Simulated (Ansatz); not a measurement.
# CrF2O2: the cost of one run

Computed with Ansatz 0.2.0, driven from Python. The levels of theory stand in the script.

### 1 The system

Bond lengths: O1–Cr2 1.956 Å, Cr2–O3 1.910 Å, Cr2–F4 2.041 Å, Cr2–F5 1.985 Å. Angles: O1–Cr2–O3 103.6°, O1–Cr2–F4 100.7°, O1–Cr2–F5 120.0°, O3–Cr2–F4 114.7°, O3–Cr2–F5 99.0°, F4–Cr2–F5 118.5°.

crf2o2.xyz, read by the script:

```xyz
5

O    -0.76650   -0.64380    1.64330
Cr   -0.02170    0.05130   -0.02670
O     1.66470   -0.83380   -0.16840
F    -1.43090   -0.57940   -1.36200
F     0.60420    1.93210   -0.12770
```

### 2 Script

The input, disp_crf2o2.py:

```python
import ansatz

config = {
    "basis_set": "def2-SVP",
}

system = ansatz.Crystal.molecule_from_extxyz("crf2o2.xyz")

model = (
    system.calculation()
    .basis(gaussian=config["basis_set"])
    .accuracy("high")
)
for name in ["blyp", "b3lyp"]:
    for correction in ("d3bj", "d4"):
        rep = model.functional(name, dispersion=correction).run(threads=1, backend="cpu").report
        print(f"{name:8s} {correction:5s} total {rep['free_energy_ev']:.5f} eV, of which dispersion {1000 * rep['dispersion']['energy']['ev']:.2f} meV")
```

### 3 The input behind the calls

The package turns the script's settings into the engine's input (first run):

```yaml
crystal:
  periodic: [false, false, false]
  atoms:
    - { symbol: O, position_ang: [-0.7665, -0.6438, 1.6433] }
    - { symbol: Cr, position_ang: [-0.0217, 0.0513, -0.0267] }
    - { symbol: O, position_ang: [1.6647, -0.8338, -0.1684] }
    - { symbol: F, position_ang: [-1.4309, -0.5794, -1.362] }
    - { symbol: F, position_ang: [0.6042, 1.9321, -0.1277] }
accuracy: high
basis:
  gaussian:
    orbitals: def2-SVP
hamiltonian:
  xc: blyp
  dispersion: d3bj
```

### 4 The run

Command:

```
$ python disp_crf2o2.py
```

**Question.** How long does this script take on 1 thread of Arm Neoverse V2, shared host, and how much memory does it need?

About 40 s, with a peak of 0.38 GiB.
